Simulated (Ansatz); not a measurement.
# TiCd3Pd: the cost of one run

Method: DFT PBE, scalar-relativistic, plane waves, PAW, in Ansatz 0.2.0.

### 1 The structure to begin with

The structure is hexagonal, space group P6_3/mmc (No. 194). Conventional cell: a = 6.508 Å, b = 6.508 Å, c = 5.560 Å, α = 90.00°, β = 90.00°, γ = 120.00°. Ti (site symmetry -3m) is surrounded by 6 Cd at 2.15 Å. Cd (site symmetry mm2) is surrounded by 2 Ti at 2.15 Å. Pd (site symmetry -6m2) is surrounded by 12 Cd at 3.26 to 3.49 Å.

Structure file:

```
CELL_PARAMETERS angstrom
6.50832 0.00000 0.00000
-3.25416 5.63637 0.00000
0.00000 0.00000 5.56040
ATOMIC_POSITIONS crystal
Ti 0.00000 0.00000 0.50000
Ti 0.00000 0.00000 0.00000
Cd 0.14600 0.29200 0.25000
Cd 0.85400 0.14600 0.75000
Cd 0.85400 0.70800 0.75000
Cd 0.14600 0.85400 0.25000
Cd 0.70800 0.85400 0.25000
Cd 0.29200 0.14600 0.75000
Pd 0.33333 0.66667 0.75000
Pd 0.66667 0.33333 0.25000
```

This is candidate A: hexagonal perovskite (2H) type (P6_3/mmc, No. 194).

(A quick probe on a coarse mesh, which set the mesh and smearing, is not shown.)

### 3 Rough relaxation on the coarse mesh (candidate A)

Contents of input.yaml:

```yaml
crystal:
  lattice:
    - [6.5083225866, 0.0, 0.0]
    - [-3.2541612933, 5.636372696, 0.0]
    - [0.0, 0.0, 5.5603963839]
  atoms:
    - { symbol: Ti, position: [0.0, 0.0, 0.5] }
    - { symbol: Ti, position: [0.0, 0.0, 0.0] }
    - { symbol: Cd, position: [0.146, 0.2919999999, 0.25] }
    - { symbol: Cd, position: [0.854, 0.146, 0.75] }
    - { symbol: Cd, position: [0.854, 0.7080000001, 0.75] }
    - { symbol: Cd, position: [0.146, 0.854, 0.25] }
    - { symbol: Cd, position: [0.7080000001, 0.854, 0.25] }
    - { symbol: Cd, position: [0.2919999999, 0.146, 0.75] }
    - { symbol: Pd, position: [0.3333333333, 0.6666666667, 0.75] }
    - { symbol: Pd, position: [0.6666666667, 0.3333333333, 0.25] }
basis:
  ecutwfc: 420
kpoints:
  mp_grid: { grid: [3, 3, 4] }
hamiltonian:
  xc: pbe
scf:
  occupations: { method: gaussian, width: 0.1 }
  lower_state_search: "off"
output:
  forces: true
  stress: true
  eigenvalues: true
relax:
  adjacent_minimum: "off"
  f_tol: 0.04
  max_steps: 70
  cell: { stress_tol: 0.4 }
```

The run is started by

```bash
> ansatz run input.yaml --threads 1 --pin off --max-ram 2560MiB --backend cpu --events-out ev --progress --plain --runs-dir out
```

What time and memory should one allow on 1 thread of Arm Neoverse V1, shared host?

About 3.6 min, with a peak of 0.61 GiB.
